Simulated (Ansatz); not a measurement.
Relaxation of a periodic cell of 17 atoms, CuSi₁₆ (host Si, host structure diamond, interstitial Cu), cell charge +1, to a largest force component of 0.08 eV/Å in at most 25 steps.

These are results of DFT PBE, scalar-relativistic, plane waves, PAW (Ansatz), not measurements. Settings: PAW set soft_1, cutoff 420 eV, k mesh 2x2x2, fermi-dirac smearing 0.02 eV, no spin polarisation.

```xyz
17
Lattice="0.0000 5.4300 5.4300 5.4300 0.0000 5.4300 5.4300 5.4300 0.0000" Properties=species:S:1:pos:R:3
Si 0.000 0.000 0.000
Si 1.357 1.357 1.357
Si 2.715 2.715 0.000
Si 4.072 4.072 1.357
Si 2.715 0.000 2.715
Si 4.072 1.357 4.072
Si 5.430 2.715 2.715
Si 6.787 4.072 4.072
Si 0.000 2.715 2.715
Si 1.357 4.072 4.072
Si 2.715 5.430 2.715
Si 4.072 6.787 4.072
Si 2.715 2.715 5.430
Si 4.072 4.072 6.787
Si 5.430 5.430 5.430
Si 6.787 6.787 6.787
Cu 2.652 5.470 5.421
```

Where does it end, and by what steps?

The run converged. The threshold is loose, so the end isn't yet a minimum. The force dipped under the threshold on the way, but the program's further checks kept it going. Limits of this set-up: coarse k mesh, a small cell, in which the defect meets its images, charged cell in a uniform background, uncorrected. After 8 steps the energy has fallen by 0.142 eV; Si2 moved furthest, 0.24 Å.

```
step  energy less start (eV)  largest force component (eV/Å)  accepted
   0                  0.0000                           0.700       yes
   1                 -0.1022                           0.236       yes
   2                 -0.1129                           0.054       yes
   3                 -0.1157                           0.054       yes
   4                 -0.1199                           0.148       yes
   5                 -0.1245                           0.237       yes
   6                 -0.1329                           0.182       yes
   7                 -0.1419                           0.067       yes
   8                 -0.1419                           0.067       yes
```

```xyz
17
Lattice="0.0000 5.4300 5.4300 5.4300 0.0000 5.4300 5.4300 5.4300 0.0000" Properties=species:S:1:pos:R:3
Si -0.002 0.024 0.054
Si 1.222 1.496 1.501
Si 2.695 2.712 0.060
Si 4.148 4.000 1.364
Si 2.672 0.053 2.704
Si 4.137 1.315 4.024
Si 5.506 2.652 2.692
Si 6.846 4.016 4.028
Si -0.166 2.857 2.784
Si 1.383 4.035 4.060
Si 2.768 5.369 2.681
Si 4.098 6.742 4.078
Si 2.746 2.639 5.373
Si 4.037 4.114 6.684
Si 5.519 5.399 5.382
Si 6.853 6.732 6.766
Cu 2.490 5.615 5.484
```

Whether the end is a true minimum wasn't checked by a vibrational analysis.

Time of the run: 61 s on 1 thread of Arm Neoverse V2, with other jobs on the host, peak memory 0.56 GiB.
